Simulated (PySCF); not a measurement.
# C₄H₃F₅O: a tour of settings, part 2 of 2

PySCF 2.14.0. Atoms count from 0. The steps go on from the part before.

## 4. Shielding tensors: PBE/pcSseg-1

Job settings and geometry (Å):

```
{"job": {"kind": "nmr", "xc": "PBE", "basis": "pcSseg-1", "pop": false, "scf": {"max_cycle": 1}, "grid": 0}, "charge": 0, "multiplicity": 1}
F      2.466586     1.861071     0.624286
C      1.621848     0.951865     0.143156
C      1.012751     0.056073     0.905518
F      1.217771    -0.008788     2.232744
C      0.059638    -1.006668     0.428360
O     -0.435932    -0.761496    -0.889202
C     -1.503479     0.019443    -0.979633
F     -2.574659    -0.468415    -0.334207
F     -1.321278     1.252987    -0.478705
F     -1.834377     0.158523    -2.252901
H      1.476877     1.016900    -0.923815
H      0.573435    -1.971095     0.359399
H     -0.763568    -1.099914     1.147274
```

Method: GIAO PBE/pcSseg-1 NMR shielding, non-relativistic, gas phase.

The log of the run:

```text
final grid: 12720 points
cycle   1  E = -727.5162464167  dE =  1.665e+00  |g| = 1.144e+00  |ddm| = 3.282e+00
SCF not converged, last energy = -727.5162464167
```

Wall time 3.3 s (1 thread of Arm Neoverse V1, shared host); peak memory 0.59 GiB.

Why it failed: The cap of 1 cycle ended the SCF at a gradient of 1.1e+00. The remedy is to raise the cap. Numbers printed on the way are no properties of the molecule.

## 5. NMR shieldings: PBE0/SBKJC-VDZ

The job, as its differences from that of step 4:

```diff
@@ -1,2 +1,2 @@
-{"job": {"kind": "nmr", "xc": "PBE", "basis": "pcSseg-1", "pop": false, "scf": {"max_cycle": 1}, "grid": 0}, "charge": 0, "multiplicity": 1}
+{"job": {"kind": "nmr", "xc": "PBE0", "basis": "SBKJC-VDZ", "pop": true, "scf": {"guess": "1e", "max_cycle": 72}}, "charge": 0, "multiplicity": 1}
 F      2.466586     1.861071     0.624286
```

With the program's defaults for keys left out, this is: GIAO PBE0/SBKJC-VDZ NMR shielding, non-relativistic, gas phase.

The log of the run:

```text
final grid: 130176 points
cycle   1  E = 47.5843242031  dE =  1.547e+02  |g| = 1.019e+01  |ddm| = 7.726e+02
cycle   2  E = 39.0248904662  dE = -8.559e+00  |g| = 1.017e+01  |ddm| = 7.743e+02
cycle   3  E = -124.2754346960  dE = -1.633e+02  |g| = 6.658e+00  |ddm| = 4.504e+01
cycle   4  E = -112.1067535521  dE =  1.217e+01  |g| = 7.311e+00  |ddm| = 3.988e+01
cycle   5  E = -158.9873431589  dE = -4.688e+01  |g| = 2.763e+00  |ddm| = 3.505e+01
cycle   6  E = -141.3813987395  dE =  1.761e+01  |g| = 5.995e+00  |ddm| = 1.467e+01
cycle   7  E = -160.7043111407  dE = -1.932e+01  |g| = 8.983e-01  |ddm| = 1.420e+01
cycle   8  E = -160.8455328824  dE = -1.412e-01  |g| = 5.224e-01  |ddm| = 1.795e+00
cycle   9  E = -160.8676396518  dE = -2.211e-02  |g| = 3.877e-01  |ddm| = 7.651e-01
cycle  10  E = -160.8907678584  dE = -2.313e-02  |g| = 2.453e-01  |ddm| = 3.912e-01
cycle  11  E = -160.9027429323  dE = -1.198e-02  |g| = 1.344e-01  |ddm| = 2.962e-01
cycle  12  E = -160.9071437567  dE = -4.401e-03  |g| = 3.416e-02  |ddm| = 2.483e-01
cycle  13  E = -160.9073989313  dE = -2.552e-04  |g| = 1.075e-02  |ddm| = 5.786e-02
cycle  14  E = -160.9074223294  dE = -2.340e-05  |g| = 3.178e-03  |ddm| = 1.501e-02
cycle  15  E = -160.9074244059  dE = -2.076e-06  |g| = 1.073e-03  |ddm| = 5.293e-03
cycle  16  E = -160.9074246330  dE = -2.271e-07  |g| = 1.934e-04  |ddm| = 1.517e-03
cycle  17  E = -160.9074246397  dE = -6.715e-09  |g| = 9.620e-05  |ddm| = 5.200e-04
cycle  18  E = -160.9074246417  dE = -1.978e-09  |g| = 3.131e-05  |ddm| = 1.457e-04
cycle  19  E = -160.9074246419  dE = -1.524e-10  |g| = 1.487e-05  |ddm| = 5.593e-05
converged SCF energy = -160.9074246419

GIAO shielding tensors (ppm)
atom      isotropic    diamagn.    paramagn.     s11        s22        s33       span
  0 F          nan         nan         nan        nan        nan        nan        nan
  1 C          nan         nan         nan        nan        nan        nan        nan
  2 C          nan         nan         nan        nan        nan        nan        nan
  3 F          nan         nan         nan        nan        nan        nan        nan
  4 C          nan         nan         nan        nan        nan        nan        nan
  5 O          nan         nan         nan        nan        nan        nan        nan
  6 C          nan         nan         nan        nan        nan        nan        nan
  7 F          nan         nan         nan        nan        nan        nan        nan
  8 F          nan         nan         nan        nan        nan        nan        nan
  9 F          nan         nan         nan        nan        nan        nan        nan
 10 H       27.219      32.503      -5.283     21.124     27.619     32.915     11.791
 11 H       27.753      27.861      -0.108     22.789     26.797     33.672     10.883
 12 H       28.300      29.101      -0.801     23.278     27.092     34.530     11.252
```

Run time: 12 s. Hardware: 1 thread of Arm Neoverse V1, shared host; peak memory 0.57 GiB.

The run ended normally, but its values are not to be used for the molecule: the shieldings of some atoms came out as not-a-number; the basis SBKJC-VDZ leaves the core to a potential or lacks core functions, which properties at the nuclei need.

## 6. Shielding tensors: B97-2/6-31++G** in benzene

The job, as its differences from that of step 5:

```diff
@@ -1,2 +1,2 @@
-{"job": {"kind": "nmr", "xc": "PBE0", "basis": "SBKJC-VDZ", "pop": true, "scf": {"guess": "1e", "max_cycle": 72}}, "charge": 0, "multiplicity": 1}
+{"job": {"kind": "nmr", "xc": "B97-2", "basis": "6-31++G**", "solvent": "benzene", "pop": true}, "charge": 0, "multiplicity": 1}
 F      2.466586     1.861071     0.624286
```

With the program's defaults for keys left out, this is: GIAO B97-2/6-31++G** NMR shielding, non-relativistic, IEF-PCM benzene.

The log of the run:

```text
coarse grid: 12720 points
cycle   1  E = -728.2383528112  dE =  1.827e+00  |g| = 1.085e+00  |ddm| = 3.977e+00
cycle   2  E = -728.0200813219  dE =  2.183e-01  |g| = 1.612e+00  |ddm| = 2.149e+00
cycle   3  E = -728.4401417288  dE = -4.201e-01  |g| = 8.752e-02  |ddm| = 1.398e+00
cycle   4  E = -728.4408746069  dE = -7.329e-04  |g| = 6.351e-02  |ddm| = 1.385e-01
cycle   5  E = -728.4416402216  dE = -7.656e-04  |g| = 6.950e-03  |ddm| = 7.378e-02
cycle   6  E = -728.4416471722  dE = -6.951e-06  |g| = 3.977e-03  |ddm| = 1.209e-02
cycle   7  E = -728.4416507001  dE = -3.528e-06  |g| = 6.172e-04  |ddm| = 4.528e-03
final grid: 130176 points
cycle   8  E = -728.4315191367  dE = -4.843e-05  |g| = 8.967e-03  |ddm| = 6.289e-02
cycle   9  E = -728.4315033806  dE =  1.576e-05  |g| = 1.323e-02  |ddm| = 1.709e-02
cycle  10  E = -728.4315320944  dE = -2.871e-05  |g| = 8.142e-04  |ddm| = 1.057e-02
cycle  11  E = -728.4315322379  dE = -1.435e-07  |g| = 1.422e-04  |ddm| = 1.045e-03
cycle  12  E = -728.4315322403  dE = -2.354e-09  |g| = 9.276e-05  |ddm| = 2.113e-04
cycle  13  E = -728.4315322417  dE = -1.412e-09  |g| = 1.186e-05  |ddm| = 8.865e-05
cycle  14  E = -728.4315322417  dE = -2.160e-11  |g| = 4.536e-06  |ddm| = 1.683e-05
converged SCF energy = -728.4315322417

GIAO shielding tensors (ppm)
atom      isotropic    diamagn.    paramagn.     s11        s22        s33       span
  0 F      353.670     461.928    -108.258    272.763    309.117    479.130    206.367
  1 C       63.958     256.871    -192.913     -2.907     85.954    108.828    111.735
  2 C       55.701     247.942    -192.242     -7.917     75.459     99.559    107.476
  3 F      338.607     474.426    -135.819    279.667    306.138    430.016    150.349
  4 C      133.915     250.425    -116.509    106.638    120.557    174.551     67.913
  5 O      246.454     396.169    -149.715    203.404    239.301    296.656     93.252
  6 C       71.795     240.150    -168.356     65.043     68.183     82.158     17.116
  7 F      266.038     471.464    -205.427    178.703    243.567    375.842    197.140
  8 F      255.049     474.234    -219.185    183.520    228.537    353.090    169.571
  9 F      262.125     467.817    -205.692    196.334    223.953    366.087    169.753
 10 H       24.844      31.219      -6.376     21.780     22.085     30.665      8.885
 11 H       26.783      29.127      -2.344     22.465     26.296     31.587      9.122
 12 H       26.952      29.395      -2.443     22.671     27.422     30.762      8.091
```

It took 29 s on 1 thread of Arm Neoverse V1, shared host; peak memory 0.93 GiB.

This run: σ C2 55.7, C1 64.0, C6 71.8, C4 133.9, H10 24.84, H11 26.87 ppm (means over like atoms).

## 7. Run by run: NMR shifts

Isotropic shieldings (ppm) of some atoms, chosen among heavy atoms and hydrogens apart, means over like atoms, with basis size and wall time:

```
                       run    C2    C1    C6    H10    H11     F7     O5  functions  time
             PBE0/pcSseg-1  34.6  41.0  55.7  24.81  26.81  245.9  233.3        185  32 s
B97-2/6-31++G** in benzene  55.7  64.0  71.8  24.84  26.87  261.1  246.5        198  29 s
```

## 8. What came out

This closing draws on all 2 parts.

```
                                                                  quantity                                            value
                                    13C shifts against TMS (PBE0/pcSseg-1)                    152.4, 145.9, 131.3, 66.1 ppm
    1H shifts against TMS (PBE0/pcSseg-1, means over atoms taken as alike)                                   6.91, 4.90 ppm
 19F shifts against CFCl3 (PBE0/pcSseg-1, means over atoms taken as alike)                        -75.0, -155.5, -169.7 ppm
                                    17O shifts against H2O (PBE0/pcSseg-1)                                        102.7 ppm
potential on the surface of density 0.002 e/bohr³, 1st and 99th percentile                               -0.66 V and 1.47 V
                                           lowest singlet (PBE0/def2-SVPD)                      6.47 eV (192 nm), f = 0.008
                                  brightest single state of those computed                      state 3, 7.60 eV, f = 0.180
                                                            lowest triplet                                          4.37 eV
                                              range of the shielding of C1                                 41.0 to 64.0 ppm
                                             property runs in this session  5, of which 1 failed and 1 gave unsound results
```

What this shows: Single values in the summary come from the first sound run of each kind (PBE0/pcSseg-1; PBE0/def2-SVPD), which need not be the best level. H10 (hydrogen on an alkene CH bonded to F) lies farthest downfield among hydrogen, at 6.91 ppm; attached to an sp2 carbon and in the plane of the double bond. At PBE0/pcSseg-1: The largest span, 235 ppm, is at F0, where the paramagnetic term is -125 ppm. The first singlet state (HOMO→LUMO+1 0.86, HOMO→LUMO+2 0.08) lies at 6.47 eV and is weak; of the 6 states computed, the strongest absorption comes from state 3 at 7.60 eV. The lowest triplet lies 2.10 eV below the lowest singlet (triplets in Tamm-Dancoff, singlets in full TDDFT). In ppm, C1 moves most: its shielding spreads over 22.9 ppm, from 41.0 (PBE0/pcSseg-1) to 64.0 (B97-2/6-31++G** in benzene).
